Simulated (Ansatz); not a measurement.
Run this with Ansatz 0.2.0 through its Python package and show what comes out.

The script reads `limg.extxyz`:
```text
6
Lattice="3.13593238 0.0 0.0 -1.56796619 2.71579711 0.0 0.0 0.0 15.19830367" Properties=species:S:1:pos:R:3 pbc="T T T"
Li    0.00000000    0.00000000   10.12203438
Li    1.56796621    0.90526569    7.59915183
Li    0.00000000    0.00000000    5.07626929
Mg    0.00000000    0.00000000    0.00000000
Mg    1.56796621    0.90526569   12.60325730
Mg    1.56796621    0.90526569    2.59504637
```

The script, `limg_bands.py`:
```python
# -*- coding: utf-8 -*-
'''Bands of LiMg along a path through the zone.'''

import ansatz as az
import numpy as np

cell = az.Crystal.from_extxyz('limg.extxyz')

# high-symmetry points in fractions of the reciprocal vectors
path = [
    ('G', (0.0, 0.0, 0.0)),
    ('M', (0.5, 0.0, 0.0)),
    ('K', (0.33333, 0.33333, 0.0)),
    ('G', (0.0, 0.0, 0.0)),
    ('A', (0.0, 0.0, 0.5)),
    ('L', (0.5, 0.0, 0.5)),
]
job = (
    cell.calculation()
    .basis(300)
    .functional('r2scan', dispersion='d3bj')
    .scf(extra_bands=16, algorithm='direct_min')
    .occupations('gaussian', width=0.05)
    .kpoints(spacing=0.52)
    .mixing('msr1', ndim=8, beta=0.6)
    .band_structure([point for _, point in path], intervals=8)
    .scf(extra_bands=6)
    .stress()
    .band_table()
)
def show(event):
    row = event['data']
    if event['event'] == 'scf_iter' and row.get('harris_foulkes_ev') is not None:
        print(f'  iteration {row["iter"]:3d}  Harris-Foulkes {row["harris_foulkes_ev"]:.5f} eV  residual {row["dr2_ev"]:.2e}')


done = job.session().plan().execute(on_event=show)
summary = done.report

for key in ('converged', 'n_iterations', 'n_electrons', 'n_kpoints', 'n_pw', 'n_symmetry_ops', 'free_energy_ev', 'fermi_energy_ev'):
    print(f'{key:18s} {summary[key]}')

# principal values and the von Mises stress of the deviator
principal = np.linalg.eigvalsh(np.array(summary['stress_gpa']))
mises = np.sqrt(0.5 * sum((principal[i] - principal[i - 1]) ** 2 for i in range(3)))
print('principal stresses (GPa, compression positive):', np.round(principal, 3))
print(f'mean {principal.mean():.3f} GPa, von Mises {mises:.3f} GPa, PV = {principal.mean() * summary["setup"]["cell_volume_ang3"] / 160.21766:.4f} eV')

print('band  energy (eV)  occupation (first spin channel), at k =', summary['kpoints_frac'][0])
for band, (e, occ) in enumerate(zip(summary['eigenvalues_ev'][0], summary['occupations'][0]), start=1):
    print(f'{band:4d} {e:12.4f} {occ:9.4f}')

bands = done.band_structure()
fermi = bands.fermi_energy_ev
print(f'zero of the bands: {fermi:.3f} eV, the Fermi level found on the SCF mesh')
for spin, channel in enumerate(bands.channels):
    print('channel', spin, '- computed levels within 4 eV of the Fermi level')
    for i, (label, _) in enumerate(path):
        levels = channel.eigenvalues_ev[i * 8] - fermi
        print(f'  {label:3s}', ' '.join(f'{e:7.3f}' for e in levels if abs(e) < 4))
```

`python limg_bands.py` gives:
```text
DeckWarning: basis.ecutwfc = 300 eV is below the records' recommended 500 eV, and the density's cutoff is lower with it unless basis.ecutrho_ratio is high enough to keep the records' density cutoff: compare with a run at a higher cutoff
DeckWarning: the engine holds no damping parameters fitted to this dispersion correction and functional, so the run takes those fitted to r2scan beside the three-body term, which d3bj leaves out (hamiltonian.dispersion, under Limitations)
  iteration   1  Harris-Foulkes -6395.12372 eV  residual 4.67e-01
  iteration   2  Harris-Foulkes -6395.13476 eV  residual 1.90e-01
  iteration   3  Harris-Foulkes -6395.11923 eV  residual 3.85e-03
  iteration   4  Harris-Foulkes -6395.11886 eV  residual 2.94e-05
  iteration   5  Harris-Foulkes -6395.11886 eV  residual 6.84e-08
  iteration   6  Harris-Foulkes -6395.11886 eV  residual 7.77e-09
converged          True
n_iterations       6
n_electrons        39.0
n_kpoints          5
n_pw               1573
n_symmetry_ops     12
free_energy_ev     -6395.118856588113
fermi_energy_ev    3.4443660759207604
principal stresses (GPa, compression positive): [-1.719 -0.214 -0.214]
mean -0.716 GPa, von Mises 1.504 GPa, PV = -0.5783 eV
band  energy (eV)  occupation (first spin channel), at k = [0.0, 0.0, 0.0]
   1     -75.4722    2.0000
   2     -75.4721    2.0000
   3     -75.3608    2.0000
   4     -44.6698    2.0000
   5     -44.6684    2.0000
   6     -44.6388    2.0000
   7     -40.5872    2.0000
   8     -40.5850    2.0000
   9     -40.5482    2.0000
  10     -40.5482    2.0000
  11     -40.5477    2.0000
  12     -40.5477    2.0000
  13     -40.4599    2.0000
  14     -40.4448    2.0000
  15     -40.4448    2.0000
  16      -3.5778    2.0000
  17      -2.4585    2.0000
  18      -0.8938    2.0000
  19       0.4662    2.0000
  20       0.7399    2.0000
  21       2.7551    2.0000
  22       4.2924    0.0000
  23       7.8539    0.0000
  24       8.4613    0.0000
  25      13.2137    0.0000
  26      13.7305    0.0000
zero of the bands: 3.444 eV, the Fermi level found on the SCF mesh
channel 0 - computed levels within 4 eV of the Fermi level
  G    -2.978  -2.704  -0.689   0.848
  M    -1.908  -1.644  -1.075  -0.539  -0.195   0.769   1.317   1.325   2.659   2.917
  K    -0.305  -0.088   0.025   0.511   0.604   1.369   1.445   1.657   2.364   2.940   3.141
  G    -2.978  -2.704  -0.689   0.848
  A    -3.426  -1.819  -1.519   1.611   3.081
  L    -1.905  -1.644  -1.091  -0.585  -0.005   0.548   1.276   1.355   3.053   3.099   3.750
```
(Warnings from the package without file and line.)

Caveats:
- These settings explore the input space; cutoff and mesh may be short of convergence.
- The cutoff lies under the one recommended for these potentials.
- The dispersion term runs with damping parameters of another functional.
- Under the recommended cutoff a pressure can be off by several GPa, even in sign.
- The computed bands are complete only to about 3.4 eV above the Fermi level.
- Dispersion corrections can be off by several per cent in the lattices of metals, and by several GPa in the pressure at a fixed cell.
- The zero of the levels is a convention of the potentials, so an absolute Fermi energy is no work function.
- This cell is a computed structure, which may not be the phase found in nature.
- Gaps and levels are Kohn-Sham values on a finite set of k-points.
- Finished in 16 s on 1 thread of Intel(R) Xeon(R) Platinum 8259CL CPU @ 2.50GHz (Skylake/Cascade Lake), with other jobs on the host, peak memory 0.48 GiB.
